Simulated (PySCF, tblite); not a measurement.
# C₉H₉PSi: geometry, infrared bands and NMR shifts

Aim: predict the infrared bands and NMR shifts of C₉H₉PSi (`[SiH3]c1ccpc2ccccc12`).

Computed with tblite 0.8.0 and PySCF 2.14.0, with density-fitted response routines of our own, on a single molecule in the gas phase. Atoms count from 0, in the outputs and in this text.

## 1. The starting structure

20 atoms, charge 0, multiplicity 1; geometry from: force field or distance geometry start.

Bonds of the start (Å): Si0–C1 1.92, C1–C2 1.42, C2–C3 1.39, C3–P4 1.81, P4–C5 1.86, C5–C6 1.42, C6–C7 1.39, C7–C8 1.39, C8–C9 1.41, C9–C10 1.42, C10–C1 1.45, C10–C5 1.42, Si0–H11 1.50, Si0–H12 1.47, Si0–H13 1.48, C2–H14 1.11, C3–H15 1.08, C6–H16 1.09, C7–H17 1.08, C8–H18 1.08, C9–H19 1.08.

## 2. Geometry optimisation with GFN2-xTB

Job settings and geometry (Å):

```
{"job": {"kind": "relax", "xc": "GFN2-xTB", "basis": "xTB"}, "charge": 0, "multiplicity": 1}
Si    -2.577800    -1.199600     0.003600
C     -1.260200     0.193700     0.016900
C     -1.774900     1.499500     0.214000
C     -1.051600     2.688500     0.257100
P      0.754900     2.745600     0.115500
C      1.128000     0.940800    -0.115600
C      2.509400     0.668700    -0.270500
C      2.966100    -0.631600    -0.438200
C      2.045100    -1.672500    -0.464400
C      0.669600    -1.397300    -0.308500
C      0.151400    -0.087800    -0.131800
H     -3.940000    -0.604200     0.190600
H     -2.537600    -1.909200    -1.286500
H     -2.310000    -2.159300     1.100000
H     -2.869600     1.634000     0.323800
H     -1.570600     3.626800     0.422700
H      3.244400     1.472000    -0.247400
H      4.019400    -0.843800    -0.559900
H      2.374800    -2.691500    -0.596100
H      0.024000    -2.262100    -0.336800
```

Started as:

```sh
$ OMP_NUM_THREADS=1 python probes_run.py task.json out
```

The driver reads the jobs from task.json and runs them one after another.

**Question.** This job is followed by: GFN2-xTB harmonic vibrations, gas phase; GIAO PBE0/pcSseg-1 NMR shielding, non-relativistic, gas phase. Predict these results of the whole session: strongest single infrared mode (GFN2-xTB); zero-point energy (GFN2-xTB); 13C shifts against TMS (PBE0/pcSseg-1); 1H shifts against TMS (PBE0/pcSseg-1, means over atoms taken as alike); 29Si shifts against TMS (PBE0/pcSseg-1); 31P shifts against H3PO4 (PBE0/pcSseg-1).

**Answer**, as computed:

```
                                                              quantity                                                              value
                             strongest single infrared mode (GFN2-xTB)                                              2236 cm⁻¹, 436 km/mol
                                          zero-point energy (GFN2-xTB)                                                      88.6 kcal/mol
                                13C shifts against TMS (PBE0/pcSseg-1)  168.8, 159.7, 143.9, 142.2, 142.0, 138.2, 137.7, 134.3, 129.3 ppm
1H shifts against TMS (PBE0/pcSseg-1, means over atoms taken as alike)                       9.62, 8.78, 8.55, 8.40, 8.14, 7.94, 4.93 ppm
                               29Si shifts against TMS (PBE0/pcSseg-1)                                                          -66.3 ppm
                              31P shifts against H3PO4 (PBE0/pcSseg-1)                                                          257.3 ppm
```

Over 33 steps the energy fell by 0.423 eV; of the close pairs, C3–P4 changed most, 1.813 to 1.713 Å. No mode is imaginary among the 54: a minimum at this level. Unscaled tight-binding wavenumbers are off by several per cent, some by more. Its intensities can rank the bands wrongly. At PBE0/pcSseg-1: Shielding is most anisotropic at P4 (span 729 ppm, paramagnetic term -907 ppm). NICS(1)zz of -25 ppm above the planar ring from C1 marks a diatropic (aromatic) ring current. NICS(1)zz of -30 ppm above the planar ring from C5 marks a diatropic (aromatic) ring current.
